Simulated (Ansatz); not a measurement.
# CH2AlFO, SMILES [F][Al]1[CH2][O]1: a short molecular-dynamics run

Program: the Python package of Ansatz (0.2.0).

`run_md.py`
```python
'''A short Born-Oppenheimer trajectory of CH2AlFO.'''

import ansatz as az
import numpy as np

system = (
    az.Crystal.molecule()
    .atom('F', [-0.3196, -2.5722, 0.9964])
    .atom('Al', [-0.2255, -1.1205, -0.1274])
    .atom('C', [0.2423, 0.7407, -0.1079])
    .atom('O', [-0.8003, 0.4738, -0.859])
    .atom('H', [1.1188, 1.0622, -0.7544])
    .atom('H', [0.0264, 1.3519, 0.8061])
)

setup = system.calculation()
setup = setup.basis(gaussian='def2-SVP')
setup = setup.functional('pbe0')
setup = setup.accuracy('medium')
symbols = [site.symbol for site in system.cartesian_sites]
start = np.array([site.position_ang for site in system.cartesian_sites], dtype=float)
report = setup.relax(force_tolerance=0.02).run().report
end = np.array(report['positions_ang'])
minimum = az.Crystal.molecule()
for symbol, place in zip(symbols, end):
    minimum = minimum.atom(symbol, place.tolist())

# dynamics from the relaxed geometry
setup = (
    minimum.calculation()
    .basis(gaussian='def2-SVP')
    .functional('pbe0')
    .accuracy('medium')
    .md('nvt_nose_hoover', timestep=0.5, steps=30, temperature=500, initial_velocities='maxwell_boltzmann', seed=90, thermostat_time=20)
)
frames = []
out = setup.session().plan().execute(on_event=lambda e: frames.append(e['data']) if e['event'] == 'md_step' else None)
print('t (fs)   E_pot (eV)      E_kin (eV)   T (K)   d(0-1) (A)')
for f in frames[::2]:
    xyz = np.array(f['positions_ang'])
    print(f'{f["time_fs"]:6.2f} {f["lagrangian_ev"]:14.5f} {f["e_kin_ev"]:10.5f} {f["temperature_k"]:8.1f} {np.linalg.norm(xyz[0] - xyz[1]):9.4f}')
kept = np.array([f['conserved_ev'] for f in frames])
print(f'conserved energy moves by at most {1000 * np.ptp(kept):.3f} meV')
```

```console
$ python run_md.py
t (fs)   E_pot (eV)      E_kin (eV)   T (K)   d(0-1) (A)
  0.00   -12415.33137    0.25852    500.0    1.6479
  1.00   -12415.31897    0.24631    476.4    1.6542
  2.00   -12415.29239    0.22010    425.7    1.6603
  3.00   -12415.26882    0.19678    380.6    1.6662
  4.00   -12415.25093    0.17910    346.4    1.6715
  5.00   -12415.22781    0.15651    302.7    1.6762
  6.00   -12415.19293    0.12257    237.1    1.6803
  7.00   -12415.15426    0.08506    164.5    1.6835
  8.00   -12415.12801    0.05980    115.7    1.6859
  9.00   -12415.12189    0.05440    105.2    1.6874
 10.00   -12415.12532    0.05871    113.6    1.6879
 11.00   -12415.12212    0.05697    110.2    1.6874
 12.00   -12415.11217    0.04889     94.6    1.6860
 13.00   -12415.11257    0.05116     98.9    1.6836
 14.00   -12415.13380    0.07460    144.3    1.6804
 15.00   -12415.16362    0.10812    209.1    1.6763
conserved energy moves by at most 0.792 meV
```

The settings weren't tested for convergence. The trajectory is only some femtoseconds long, so its temperature is not equilibrated; where the script doesn't relax first, it starts from a rough generated geometry. The temperature counts the internal degrees of freedom alone. Hardware and time: 72 s on 1 thread of Arm Neoverse V2 (shared host), peak memory 0.23 GiB.

(Lines on the test bed's own set-up are left out of the output.)
